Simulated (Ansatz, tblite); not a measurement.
**C12H8S2Se3: a ladder of methods and basis sets**

How do method and basis change the picture of C12H8S2Se3 (singlet)?

Program: Ansatz 0.2.0, Gaussian basis. Level of theory: as each input shows. These are calculated values, not measurements.

Levels to be run: GFN1-xTB, GFN2-xTB, PBE-D4/def2-TZVP, r2SCAN-D4/def2-TZVP, B2PLYP/def2-TZVP, ωB97X-V/def2-TZVP, r2SCANh-D4/def2-TZVP, PBE-D4/def2-SVP, PBE0-D4/def2-SVP, HF/STO-3G, HF/6-31G, B3LYP-D4/6-31G, MP2/def2-TZVP, RPA/def2-TZVP.

## (1) The geometry

The geometry is that of the singlet, from an earlier relaxation (PBE-D4/def2-SVP).

SMILES `Sc1ccc(-c2ccc(-c3ccc(S)[se]3)[se]2)[se]1`, 25 atoms, charge 0, spin multiplicity 1.

Bond lengths: S1–C2 1.759 Å, S1–H18 1.363 Å, C2–C3 1.386 Å, C2–Se17 1.889 Å, C3–C4 1.423 Å, C3–H19 1.100 Å, C4–C5 1.390 Å, C4–H20 1.101 Å, C5–C6 1.437 Å, C5–Se17 1.906 Å, C6–C7 1.393 Å, C6–Se16 1.900 Å, C7–C8 1.417 Å, C7–H21 1.101 Å, C8–C9 1.393 Å, C8–H22 1.101 Å, C9–C10 1.437 Å, C9–Se16 1.900 Å and more. Angles: C2–S1–H18 95.3°, S1–C2–C3 129.9°, S1–C2–Se17 119.1°, C3–C2–Se17 111.0°, C2–C3–C4 115.1°, C2–C3–H19 122.2°, C4–C3–H19 122.7°, C3–C4–C5 116.5°, C3–C4–H20 121.9°, C5–C4–H20 121.6°, C4–C5–C6 129.5°, C4–C5–Se17 109.6°, C6–C5–Se17 120.8°, C5–C6–C7 129.3°, C5–C6–Se16 120.9°, C7–C6–Se16 109.8°, C6–C7–C8 116.1°, C6–C7–H21 121.7° and more.

PBE0-D4/def2-TZVP was run before; its log isn't repeated, and its numbers join the tables.

## (2) GFN1-xTB

Tight binding, by tblite at 300 K electronic temperature and without a spin-polarisation term:

```python
tblite.interface.Calculator('GFN1-xTB', numbers, positions, charge=0, uhf=0).singlepoint()
```

Energy -1280.9079 eV, HOMO -9.85 eV, LUMO -8.10 eV; 0.059 s.

## (3) GFN2-xTB

Tight binding, by tblite at 300 K electronic temperature and without a spin-polarisation term:

```python
tblite.interface.Calculator('GFN2-xTB', numbers, positions, charge=0, uhf=0).singlepoint()
```

Energy -1243.9982 eV, HOMO -9.69 eV, LUMO -8.05 eV; 0.057 s.

## (4) PBE-D4/def2-TZVP

start.molden holds the orbitals of an earlier run on this state, given as this run's starting guess.

Contents of in.yaml:

```yaml
crystal:
  periodic: [false, false, false]
  atoms:
    - {symbol: S, position_ang: [-6.698910, 0.082809, -2.287146]}
    - {symbol: C, position_ang: [-5.123005, -0.166018, -1.546456]}
    - {symbol: C, position_ang: [-4.723809, -1.092688, -0.596688]}
    - {symbol: C, position_ang: [-3.356409, -1.010584, -0.211135]}
    - {symbol: C, position_ang: [-2.597041, -0.022333, -0.826251]}
    - {symbol: C, position_ang: [-1.209981, 0.307808, -0.650348]}
    - {symbol: C, position_ang: [-0.460113, 1.316995, -1.250091]}
    - {symbol: C, position_ang: [0.902991, 1.391526, -0.870083]}
    - {symbol: C, position_ang: [1.333489, 0.447095, 0.058992]}
    - {symbol: C, position_ang: [2.637044, 0.265514, 0.634876]}
    - {symbol: C, position_ang: [3.077779, -0.688729, 1.544176]}
    - {symbol: C, position_ang: [4.444926, -0.612512, 1.931868]}
    - {symbol: C, position_ang: [5.165333, 0.415790, 1.345563]}
    - {symbol: S, position_ang: [6.856342, 0.860589, 1.537241]}
    - {symbol: Se, position_ang: [4.076158, 1.429147, 0.181075]}
    - {symbol: Se, position_ang: [-0.112358, -0.688050, 0.537922]}
    - {symbol: Se, position_ang: [-3.684933, 0.950105, -2.051802]}
    - {symbol: H, position_ang: [-7.310302, -0.941714, -1.628410]}
    - {symbol: H, position_ang: [-5.416850, -1.834492, -0.173151]}
    - {symbol: H, position_ang: [-2.920808, -1.690700, 0.536913]}
    - {symbol: H, position_ang: [-0.905366, 2.014936, -1.975627]}
    - {symbol: H, position_ang: [1.586124, 2.149390, -1.283303]}
    - {symbol: H, position_ang: [2.402953, -1.463305, 1.939831]}
    - {symbol: H, position_ang: [4.900839, -1.317082, 2.642994]}
    - {symbol: H, position_ang: [7.135936, -0.103488, 2.459050]}
basis:
  gaussian: {orbitals: def2-TZVP, fitting: {mean_field: def2-universal-jkfit}, initial_orbitals: start.molden}
hamiltonian: {xc: pbe, dispersion: d4}
scf: {omitted_lower_state_checks: [starts]}
output: {orbitals: {seedname: orbitals}}
```

Run with:

```
$ ansatz run in.yaml --threads 2 --pin off --events-out ev --progress --plain --max-ram 32768MiB --backend cuda --devices 0, --max-vram 18GiB
```

After this run come: r2SCAN-D4/def2-TZVP; B2PLYP/def2-TZVP; ωB97X-V/def2-TZVP; r2SCANh-D4/def2-TZVP; PBE-D4/def2-SVP; PBE0-D4/def2-SVP; HF/STO-3G; HF/6-31G; B3LYP-D4/6-31G; MP2/def2-TZVP; RPA/def2-TZVP.

**Question.** What will the summary of the whole plan be? Wanted: gap in def2-TZVP, named functionals, smallest and largest; correlation energy, MP2/def2-TZVP; binding an atom, functionals in def2-TZVP; PBE0 total energy, smallest basis above largest.

As calculated:

```
                                                 quantity                                value
gap in def2-TZVP, named functionals, smallest and largest  1.76 eV (PBE-D4), 6.68 eV (ωB97X-V)
                        correlation energy, MP2/def2-TZVP                            -83.13 eV
                binding an atom, functionals in def2-TZVP   4.69 (ωB97X-V) to 4.95 eV (PBE-D4)
          PBE0 total energy, smallest basis above largest       44.66 eV (def2-SVP, def2-TZVP)
```

Over the named functionals in def2-TZVP the gap runs from 1.76 eV (PBE-D4) to 6.68 eV (ωB97X-V); exact exchange widens it.
